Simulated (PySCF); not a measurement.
# C7H5F2Se: the cost of one run

Computed with PySCF 2.14.0, with density-fitted response routines of our own, on a single molecule, in the gas phase or a continuum. Atoms are numbered from 0 throughout.

## (1) The starting structure

15 atoms, charge -1, multiplicity 1; geometry from: GFN2-xTB. The atoms were then displaced at random by about 0.01 Å, so the start is not that level's minimum.

Bonds of the start (Å): F0–C1 1.38, C1–F2 1.36, C1–C3 1.46, C3–C4 1.42, C4–C5 1.38, C5–C6 1.38, C6–C7 1.38, C7–C8 1.38, C8–Se9 1.86, C8–C3 1.42, C1–H10 1.10, C4–H11 1.08, C5–H12 1.09, C6–H13 1.11, C7–H14 1.08.

## (2) Geometry optimisation at PBE0-D3(BJ)/def2-SVP

The job: settings as JSON, then the geometry in Å.

```
{"job": {"xc": "PBE0", "basis": "def2-SVP", "d3": "d3bj", "grid": 1, "shake": 0.01, "kind": "geom"}, "charge": -1, "multiplicity": 1}
F      2.588240    -0.695370    -1.281990
C      2.136140    -0.259850    -0.052300
F      2.537050    -1.256860     0.782800
C      0.692850    -0.071260    -0.012700
C     -0.154900    -1.169850    -0.301270
C     -1.532170    -1.040120    -0.279240
C     -2.088190     0.182990     0.023560
C     -1.284950     1.275820     0.302640
C      0.089430     1.172710     0.319200
Se     1.117230     2.678160     0.711800
H      2.680970     0.654710     0.217630
H      0.319750    -2.111020    -0.515350
H     -2.180000    -1.890560    -0.507260
H     -3.192420     0.295490     0.040890
H     -1.744370     2.217650     0.544350
```

The run is started by

```sh
$ OMP_NUM_THREADS=1 python probes_run.py task.json out
```

This one command runs all jobs of the session in turn.

Q: Estimate the wall time and peak memory of this first job on 1 thread of Arm Neoverse N1, shared host.

About 3 min, with a peak of 0.88 GiB.
